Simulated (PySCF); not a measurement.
# C₃H₉BrSi: NMR shifts at several levels of theory

Aim: compute the NMR shifts of C₃H₉BrSi (`C[Si](C)(C)Br`) at several levels, and see how far they spread and what each costs.

Programs: PySCF 2.14.0, with density-fitted response routines of our own. Each step states its level of theory. These are calculated values for one molecule in the gas phase, unless marked as measured. Atoms count from 0, in the outputs and in this text.

## Step 1: The starting structure

14 atoms, charge 0, multiplicity 1; geometry from: GFN2-xTB.

Bonds of the start (Å): C0–Si1 1.90, Si1–C2 1.90, Si1–C3 1.90, Si1–Br4 2.26, C0–H5 1.09, C0–H6 1.09, C0–H7 1.09, C2–H8 1.09, C2–H9 1.09, C2–H10 1.08, C3–H11 1.09, C3–H12 1.08, C3–H13 1.09.

## Step 2: Relaxing the molecule at PBE0-D3(BJ)/def2-SVP

What the job is given:

```
{"job": {"xc": "PBE0", "basis": "def2-SVP", "d3": "d3bj", "grid": 1, "kind": "geom"}, "charge": 0, "multiplicity": 1}
C     -1.310140     1.259900    -1.551810
Si    -0.409910    -0.271530    -0.888170
C      1.036910    -0.803120    -1.997940
C     -1.597540    -1.701710    -0.513830
Br     0.501480     0.332960     1.087500
H     -1.783420     1.054010    -2.507310
H     -2.085490     1.589850    -0.864900
H     -0.620110     2.096920    -1.686220
H      1.583950    -1.635530    -1.562390
H      0.686010    -1.116590    -2.976700
H      1.736930     0.011990    -2.146590
H     -2.081580    -2.057380    -1.418570
H     -2.373010    -1.400670     0.178460
H     -1.072930    -2.543430    -0.068660
```

Standard output:

```text
step   0  E = -2982.42623747  max force = 0.013896
step   1  E = -2982.42855389  max force = 0.000660
step   2  E = -2982.42858061  max force = 0.000578
step   3  E = -2982.42859538  max force = 0.000475
step   4  E = -2982.42858865  max force = 0.000422
step   5  E = -2982.42858700  max force = 0.000496
step   6  E = -2982.42859092  max force = 0.000517
step   7  E = -2982.42859498  max force = 0.000506
step   8  E = -2982.42860008  max force = 0.000453
step   9  E = -2982.42860561  max force = 0.000410
optimisation converged
```

Run time: 42 s. Hardware: 4 threads of Arm Neoverse V2, shared host.

The steps of the relaxation:

| step | energy from step 0 (eV) | largest force component (eV/Å) |
| --- | --- | --- |
| 0 | 0.0000 | 0.7146 |
| 1 | -0.0630 | 0.0339 |
| 2 | -0.0638 | 0.0297 |
| 3 | -0.0642 | 0.0244 |
| 4 | -0.0640 | 0.0217 |
| 5 | -0.0639 | 0.0255 |
| 6 | -0.0640 | 0.0266 |
| 7 | -0.0642 | 0.0260 |
| 8 | -0.0643 | 0.0233 |
| 9 | -0.0644 | 0.0211 |

Distances of close pairs at the start and the end, largest changes first:

| bond | before (Å) | after (Å) | change (Å) |
| --- | --- | --- | --- |
| Si1–C2 | 1.899 | 1.871 | -0.028 |
| C0–Si1 | 1.896 | 1.871 | -0.025 |
| Si1–C3 | 1.896 | 1.871 | -0.025 |
| C3–H12 | 1.082 | 1.100 | +0.018 |
| C2–H9 | 1.086 | 1.103 | +0.017 |
| C3–H11 | 1.086 | 1.102 | +0.016 |
| C0–H5 | 1.086 | 1.102 | +0.016 |
| C2–H10 | 1.085 | 1.100 | +0.016 |

The final coordinates are the input of the step that follows.

| at the end point | value |
| --- | --- |
| point group (found at 0.08 Å tolerance) | C3v |
| rotational constants (GHz, main isotopes) | 3.118, 1.441, 1.439 |
| dipole moment (D) | 2.43 |

## Step 3: Shielding tensors: PBE0/pcSseg-2

What the job is given:

```
{"job": {"kind": "nmr", "xc": "PBE0", "basis": "pcSseg-2", "pop": false}, "charge": 0, "multiplicity": 1}
C     -1.298961     1.217840    -1.580602
Si    -0.408858    -0.260131    -0.856903
C      1.030632    -0.780982    -1.932680
C     -1.580041    -1.685939    -0.546678
Br     0.415659     0.374337     1.143856
H     -1.730755     0.959757    -2.561533
H     -2.114506     1.548681    -0.920095
H     -0.606914     2.062091    -1.720122
H      1.577880    -1.623552    -1.483826
H      0.661450    -1.098276    -2.922046
H      1.737019     0.049859    -2.079603
H     -2.022172    -2.028451    -1.496702
H     -2.397186    -1.384875     0.125985
H     -1.052098    -2.534689    -0.086183
```

Level: GIAO PBE0/pcSseg-2 NMR shielding, non-relativistic, gas phase.

Standard output:

```text
coarse grid: 51536 points
cycle   1  E = -2982.9389287897  dE = -1.152e+00  |g| = 1.045e+00  |ddm| = 2.546e+00
cycle   2  E = -2982.9360920721  dE =  2.837e-03  |g| = 7.613e-01  |ddm| = 6.722e-01
cycle   3  E = -2983.0106178812  dE = -7.453e-02  |g| = 1.490e-01  |ddm| = 4.230e-01
cycle   4  E = -2983.0153584120  dE = -4.741e-03  |g| = 3.355e-02  |ddm| = 1.348e-01
cycle   5  E = -2983.0156809055  dE = -3.225e-04  |g| = 8.840e-03  |ddm| = 4.077e-02
cycle   6  E = -2983.0156985812  dE = -1.768e-05  |g| = 9.666e-04  |ddm| = 7.635e-03
cycle   7  E = -2983.0156987746  dE = -1.934e-07  |g| = 2.356e-04  |ddm| = 9.585e-04
final grid: 106976 points
cycle   8  E = -2983.0156481551  dE = -1.569e-07  |g| = 1.983e-04  |ddm| = 3.459e-03
cycle   9  E = -2983.0156481588  dE = -3.684e-09  |g| = 1.651e-04  |ddm| = 3.858e-04
cycle  10  E = -2983.0156481655  dE = -6.668e-09  |g| = 1.631e-05  |ddm| = 1.550e-04
cycle  11  E = -2983.0156481655  dE = -4.820e-11  |g| = 7.809e-06  |ddm| = 2.002e-05
converged SCF energy = -2983.0156481655

GIAO shielding tensors (ppm)
atom      isotropic    diamagn.    paramagn.     s11        s22        s33       span
  0 C      178.795     246.179     -67.384    169.826    177.049    189.510     19.684
  1 Si     301.805     878.856    -577.051    290.644    292.201    322.571     31.927
  2 C      178.951     246.225     -67.274    170.223    177.235    189.395     19.172
  3 C      178.821     246.184     -67.363    169.863    177.080    189.520     19.656
  4 Br    2603.516    3128.630    -525.114   2467.980   2468.646   2873.922    405.942
  5 H       31.045      29.287       1.758     26.878     28.097     38.160     11.282
  6 H       30.723      30.522       0.201     26.736     28.894     36.541      9.805
  7 H       30.722      30.605       0.117     26.776     28.869     36.520      9.744
  8 H       30.722      30.633       0.089     26.752     28.820     36.594      9.842
  9 H       31.047      29.354       1.692     26.905     28.140     38.095     11.190
 10 H       30.723      30.625       0.098     26.755     28.827     36.587      9.832
 11 H       31.044      29.289       1.755     26.877     28.100     38.156     11.280
 12 H       30.724      30.528       0.196     26.732     28.899     36.540      9.808
 13 H       30.719      30.610       0.109     26.774     28.853     36.530      9.756
```

It took 41 s on 4 threads of Arm Neoverse V2, shared host.

The references, computed at this level on geometries of the same kind, shield at (ppm): 1H TMS 31.25, 13C TMS 184.1, 29Si TMS 341.3, 79Br HBr 2592. Their shielding less the atom's gives the shift. The references are single molecules in the gas phase. Atoms listed in one row are averaged.

| atoms | environment | σ (ppm) | δ (ppm) |
| --- | --- | --- | --- |
| C0, C2, C3 | methyl carbon bonded to Si | 178.9 | 5.3 |
| H5, H6, H7, H8, H9 and 4 more | hydrogen on a methyl carbon bonded to Si | 30.83 | 0.42 |
| Si1 | silicon bonded to 3 C, Br | 301.8 | 39.5 |
| Br4 | bromine bonded to Si | 2604 | -11 |

## Step 4: Shielding tensors: PBE/pcSseg-2

Same as in step 3 but for these lines:

```diff
@@ -1,2 +1,2 @@
-{"job": {"kind": "nmr", "xc": "PBE0", "basis": "pcSseg-2", "pop": false}, "charge": 0, "multiplicity": 1}
+{"job": {"kind": "nmr", "xc": "PBE", "basis": "pcSseg-2", "pop": false}, "charge": 0, "multiplicity": 1}
 C     -1.298961     1.217840    -1.580602
```

Method: GIAO PBE/pcSseg-2 NMR shielding, non-relativistic, gas phase.

Standard output:

```text
coarse grid: 51536 points
cycle   1  E = -2982.7240762681  dE = -1.171e+00  |g| = 1.312e+00  |ddm| = 2.615e+00
cycle   2  E = -2982.5346267105  dE =  1.894e-01  |g| = 1.344e+00  |ddm| = 1.259e+00
cycle   3  E = -2982.8487288198  dE = -3.141e-01  |g| = 3.413e-01  |ddm| = 1.049e+00
cycle   4  E = -2982.8783382264  dE = -2.961e-02  |g| = 8.611e-02  |ddm| = 3.688e-01
cycle   5  E = -2982.8803022850  dE = -1.964e-03  |g| = 3.917e-02  |ddm| = 1.300e-01
cycle   6  E = -2982.8806230482  dE = -3.208e-04  |g| = 3.296e-03  |ddm| = 3.330e-02
cycle   7  E = -2982.8806254025  dE = -2.354e-06  |g| = 1.131e-03  |ddm| = 3.934e-03
final grid: 106976 points
cycle   8  E = -2982.8805518834  dE = -1.631e-07  |g| = 1.339e-03  |ddm| = 5.810e-03
cycle   9  E = -2982.8805516180  dE =  2.654e-07  |g| = 1.681e-03  |ddm| = 3.270e-03
cycle  10  E = -2982.8805523932  dE = -7.752e-07  |g| = 1.646e-04  |ddm| = 1.791e-03
cycle  11  E = -2982.8805524005  dE = -7.271e-09  |g| = 2.955e-05  |ddm| = 1.762e-04
cycle  12  E = -2982.8805524006  dE = -1.883e-10  |g| = 7.288e-06  |ddm| = 3.187e-05
converged SCF energy = -2982.8805524006

GIAO shielding tensors (ppm)
atom      isotropic    diamagn.    paramagn.     s11        s22        s33       span
  0 C      173.574     245.709     -72.135    163.752    171.256    185.714     21.962
  1 Si     281.242     879.433    -598.191    267.412    269.023    307.291     39.878
  2 C      173.730     245.738     -72.008    164.165    171.410    185.615     21.450
  3 C      173.597     245.712     -72.115    163.788    171.283    185.722     21.934
  4 Br    2540.635    3128.211    -587.576   2391.070   2391.823   2839.012    447.941
  5 H       30.950      29.381       1.569     26.941     28.117     37.793     10.852
  6 H       30.651      30.459       0.193     26.874     28.941     36.139      9.266
  7 H       30.649      30.532       0.117     26.913     28.916     36.118      9.205
  8 H       30.651      30.559       0.092     26.890     28.869     36.193      9.303
  9 H       30.952      29.439       1.513     26.969     28.160     37.726     10.757
 10 H       30.651      30.552       0.100     26.894     28.875     36.186      9.292
 11 H       30.949      29.381       1.568     26.939     28.120     37.789     10.850
 12 H       30.652      30.463       0.189     26.870     28.946     36.139      9.269
 13 H       30.647      30.536       0.110     26.912     28.900     36.128      9.217
```

Wall time 29 s (4 threads of Arm Neoverse V2, shared host).

Key values: δ C0 5.8, Si1 42.2, Br4 26, H5 0.43 ppm (means over like atoms).

## Step 5: Nuclear shieldings: wB97X-D/pcSseg-2

Same as in step 4 but for these lines:

```diff
@@ -1,2 +1,2 @@
-{"job": {"kind": "nmr", "xc": "PBE", "basis": "pcSseg-2", "pop": false}, "charge": 0, "multiplicity": 1}
+{"job": {"kind": "nmr", "xc": "wB97X-D", "basis": "pcSseg-2", "pop": false}, "charge": 0, "multiplicity": 1}
 C     -1.298961     1.217840    -1.580602
```

With the program's defaults for keys left out, this is: GIAO wB97X-D/pcSseg-2 NMR shielding, non-relativistic, gas phase.

Standard output:

```text
coarse grid: 51536 points
cycle   1  E = -2983.5612712563  dE = -1.066e+00  |g| = 9.711e-01  |ddm| = 2.514e+00
cycle   2  E = -2983.5893600715  dE = -2.809e-02  |g| = 5.541e-01  |ddm| = 4.580e-01
cycle   3  E = -2983.6108989532  dE = -2.154e-02  |g| = 9.311e-02  |ddm| = 2.000e-01
cycle   4  E = -2983.6116452968  dE = -7.463e-04  |g| = 1.608e-02  |ddm| = 4.723e-02
cycle   5  E = -2983.6116829941  dE = -3.770e-05  |g| = 4.481e-03  |ddm| = 1.472e-02
cycle   6  E = -2983.6116878567  dE = -4.863e-06  |g| = 1.140e-03  |ddm| = 5.844e-03
final grid: 106976 points
cycle   7  E = -2983.6113319099  dE = -3.410e-06  |g| = 1.302e-03  |ddm| = 3.787e-03
cycle   8  E = -2983.6113320160  dE = -1.061e-07  |g| = 1.151e-03  |ddm| = 1.259e-03
cycle   9  E = -2983.6113321113  dE = -9.532e-08  |g| = 7.009e-05  |ddm| = 4.077e-04
cycle  10  E = -2983.6113321131  dE = -1.861e-09  |g| = 3.559e-05  |ddm| = 1.429e-04
cycle  11  E = -2983.6113321135  dE = -3.824e-10  |g| = 8.153e-06  |ddm| = 5.460e-05
converged SCF energy = -2983.6113321135

GIAO shielding tensors (ppm)
atom      isotropic    diamagn.    paramagn.     s11        s22        s33       span
  0 C      179.228     245.906     -66.678    170.591    177.644    189.447     18.856
  1 Si     302.839     878.585    -575.746    293.309    294.809    320.399     27.090
  2 C      179.392     246.013     -66.621    170.994    177.859    189.324     18.330
  3 C      179.257     245.914     -66.657    170.630    177.676    189.466     18.836
  4 Br    2612.661    3128.952    -516.291   2475.336   2475.876   2886.770    411.434
  5 H       31.174      29.362       1.812     27.023     28.232     38.266     11.243
  6 H       30.848      30.668       0.181     26.855     29.023     36.667      9.813
  7 H       30.847      30.750       0.096     26.895     28.998     36.648      9.753
  8 H       30.846      30.783       0.063     26.870     28.948     36.720      9.850
  9 H       31.175      29.442       1.732     27.048     28.273     38.203     11.155
 10 H       30.847      30.781       0.066     26.873     28.956     36.713      9.839
 11 H       31.172      29.367       1.805     27.020     28.234     38.262     11.242
 12 H       30.849      30.675       0.174     26.852     29.027     36.666      9.814
 13 H       30.844      30.758       0.086     26.892     28.981     36.658      9.766
```

Wall time 53 s (4 threads of Arm Neoverse V2, shared host).

In short: δ C0 5.1, Si1 37.9, Br4 -35, H5 0.40 ppm (means over like atoms).

## Step 6: NMR shieldings: KT2/pcSseg-2

Same as in step 5 but for these lines:

```diff
@@ -1,2 +1,2 @@
-{"job": {"kind": "nmr", "xc": "wB97X-D", "basis": "pcSseg-2", "pop": false}, "charge": 0, "multiplicity": 1}
+{"job": {"kind": "nmr", "xc": "KT2", "basis": "pcSseg-2", "pop": false}, "charge": 0, "multiplicity": 1}
 C     -1.298961     1.217840    -1.580602
```

With the program's defaults for keys left out, this is: GIAO KT2/pcSseg-2 NMR shielding, non-relativistic, gas phase.

Standard output:

```text
coarse grid: 51536 points
cycle   1  E = -2997.8404688507  dE = -1.130e+00  |g| = 8.972e-01  |ddm| = 2.490e+00
cycle   2  E = -2997.7092431228  dE =  1.312e-01  |g| = 9.640e-01  |ddm| = 1.148e+00
cycle   3  E = -2997.9484722848  dE = -2.392e-01  |g| = 2.168e-01  |ddm| = 8.595e-01
cycle   4  E = -2997.9596217381  dE = -1.115e-02  |g| = 8.741e-02  |ddm| = 2.794e-01
cycle   5  E = -2997.9619603581  dE = -2.339e-03  |g| = 1.818e-02  |ddm| = 1.092e-01
cycle   6  E = -2997.9619868236  dE = -2.647e-05  |g| = 2.683e-03  |ddm| = 1.190e-02
cycle   7  E = -2997.9619885579  dE = -1.734e-06  |g| = 1.449e-03  |ddm| = 4.286e-03
final grid: 106976 points
cycle   8  E = -2997.9619430840  dE =  3.836e-07  |g| = 2.053e-03  |ddm| = 4.795e-03
cycle   9  E = -2997.9619416264  dE =  1.458e-06  |g| = 3.043e-03  |ddm| = 4.768e-03
cycle  10  E = -2997.9619441173  dE = -2.491e-06  |g| = 3.667e-04  |ddm| = 2.990e-03
cycle  11  E = -2997.9619441460  dE = -2.869e-08  |g| = 2.058e-05  |ddm| = 3.586e-04
cycle  12  E = -2997.9619441461  dE = -9.732e-11  |g| = 3.886e-06  |ddm| = 1.908e-05
converged SCF energy = -2997.9619441461

GIAO shielding tensors (ppm)
atom      isotropic    diamagn.    paramagn.     s11        s22        s33       span
  0 C      176.295     246.364     -70.068    166.597    173.908    188.381     21.784
  1 Si     310.672     881.715    -571.043    297.036    298.536    336.443     39.407
  2 C      176.462     246.416     -69.955    167.022    174.082    188.280     21.258
  3 C      176.322     246.371     -70.049    166.635    173.939    188.391     21.756
  4 Br    2557.233    3132.734    -575.501   2413.064   2413.717   2844.919    431.855
  5 H       30.940      29.368       1.572     26.844     28.072     37.905     11.060
  6 H       30.650      30.547       0.103     26.815     28.903     36.231      9.416
  7 H       30.648      30.624       0.024     26.854     28.879     36.210      9.356
  8 H       30.648      30.652      -0.004     26.828     28.832     36.285      9.457
  9 H       30.944      29.440       1.504     26.875     28.117     37.838     10.963
 10 H       30.649      30.646       0.004     26.832     28.838     36.278      9.446
 11 H       30.940      29.372       1.568     26.843     28.076     37.901     11.058
 12 H       30.650      30.552       0.098     26.811     28.909     36.231      9.419
 13 H       30.645      30.629       0.016     26.852     28.863     36.221      9.369
```

Run time: 30 s. Hardware: 4 threads of Arm Neoverse V2, shared host.

Key values: δ C0 5.9, Si1 40.3, Br4 32, H5 0.43 ppm (means over like atoms).

## Step 7: Shielding tensors: HF/pcSseg-2

Same as in step 6 but for these lines:

```diff
@@ -1,2 +1,2 @@
-{"job": {"kind": "nmr", "xc": "KT2", "basis": "pcSseg-2", "pop": false}, "charge": 0, "multiplicity": 1}
+{"job": {"kind": "nmr", "xc": "HF", "basis": "pcSseg-2", "pop": false}, "charge": 0, "multiplicity": 1}
 C     -1.298961     1.217840    -1.580602
```

Method: GIAO HF/pcSseg-2 NMR shielding, non-relativistic, gas phase.

Standard output:

```text
final grid: 106976 points
cycle   1  E = -2980.3118872369  dE = -9.106e-01  |g| = 6.564e-01  |ddm| = 2.435e+00
cycle   2  E = -2980.3634951482  dE = -5.161e-02  |g| = 2.448e-01  |ddm| = 4.428e-01
cycle   3  E = -2980.3692292683  dE = -5.734e-03  |g| = 5.548e-02  |ddm| = 1.231e-01
cycle   4  E = -2980.3700904038  dE = -8.611e-04  |g| = 1.232e-02  |ddm| = 5.619e-02
cycle   5  E = -2980.3701394648  dE = -4.906e-05  |g| = 3.360e-03  |ddm| = 1.598e-02
cycle   6  E = -2980.3701425416  dE = -3.077e-06  |g| = 1.024e-03  |ddm| = 4.276e-03
cycle   7  E = -2980.3701430982  dE = -5.566e-07  |g| = 2.902e-04  |ddm| = 2.047e-03
cycle   8  E = -2980.3701431593  dE = -6.104e-08  |g| = 6.120e-05  |ddm| = 7.511e-04
cycle   9  E = -2980.3701431626  dE = -3.343e-09  |g| = 1.568e-05  |ddm| = 1.880e-04
cycle  10  E = -2980.3701431628  dE = -1.787e-10  |g| = 4.018e-06  |ddm| = 4.267e-05
converged SCF energy = -2980.3701431628

GIAO shielding tensors (ppm)
atom      isotropic    diamagn.    paramagn.     s11        s22        s33       span
  0 C      187.297     243.205     -55.907    180.469    186.209    195.215     14.746
  1 Si     352.017     875.432    -523.415    348.131    349.443    358.477     10.347
  2 C      187.451     243.307     -55.856    180.833    186.488    195.033     14.200
  3 C      187.327     243.213     -55.886    180.509    186.247    195.225     14.716
  4 Br    2742.762    3129.424    -386.662   2637.156   2637.670   2953.461    316.305
  5 H       31.529      29.360       2.170     27.194     28.424     38.970     11.776
  6 H       31.185      30.776       0.409     26.936     29.213     37.405     10.469
  7 H       31.184      30.869       0.315     26.977     29.188     37.387     10.410
  8 H       31.182      30.897       0.284     26.952     29.135     37.458     10.506
  9 H       31.531      29.439       2.092     27.219     28.466     38.908     11.689
 10 H       31.182      30.891       0.292     26.955     29.141     37.451     10.495
 11 H       31.528      29.364       2.164     27.192     28.426     38.966     11.774
 12 H       31.184      30.782       0.402     26.931     29.217     37.404     10.473
 13 H       31.181      30.875       0.307     26.975     29.171     37.398     10.423
```

Wall time 27 s (4 threads of Arm Neoverse V2, shared host).

Key values: δ C0 4.1, Si1 30.9, Br4 -119, H5 0.38 ppm (means over like atoms).

## Step 8: Comparing the runs: NMR shifts

Shifts (ppm), means over like atoms, with basis size and wall time:

| run | C0 | H5 | Si1 | Br4 | functions | time |
| --- | --- | --- | --- | --- | --- | --- |
| PBE0/pcSseg-2 | 5.3 | 0.42 | 39.5 | -11 | 340 | 41 s |
| PBE/pcSseg-2 | 5.8 | 0.43 | 42.2 | 26 | 340 | 29 s |
| wB97X-D/pcSseg-2 | 5.1 | 0.40 | 37.9 | -35 | 340 | 53 s |
| KT2/pcSseg-2 | 5.9 | 0.43 | 40.3 | 32 | 340 | 30 s |
| HF/pcSseg-2 | 4.1 | 0.38 | 30.9 | -119 | 340 | 27 s |

## Step 9: Results

| quantity | value |
| --- | --- |
| point group | C3v |
| rotational constants (main isotopes) | 3.12, 1.44, 1.44 GHz |
| 13C shifts against TMS (PBE0/pcSseg-2, means over atoms taken as alike) | 5.3 ppm |
| 1H shifts against TMS (PBE0/pcSseg-2, means over atoms taken as alike) | 0.42 ppm |
| 29Si shifts against TMS (PBE0/pcSseg-2) | 39.5 ppm |
| 79Br shifts against HBr (PBE0/pcSseg-2) | -11 ppm |
| range of the shift of Br4 | -119 to 32 ppm |

In words: Single values in the summary come from the first run of each kind that ended normally (PBE0/pcSseg-2), which need not be the best level. Over 9 steps the energy fell by 0.064 eV; of the close pairs, Si1–C2 changed most, 1.899 to 1.871 Å. No frequency check was run at this level, so the end point may be a saddle. At PBE0/pcSseg-2: The widest tensor belongs to Br4: span 406 ppm, with a paramagnetic part of -525 ppm. Across the 5 runs the shift of Br4 moves most, between -119 (HF/pcSseg-2) and 32 ppm (KT2/pcSseg-2). Spin-orbit coupling is left out, which matters for shieldings and couplings at and beside the heavy atoms.
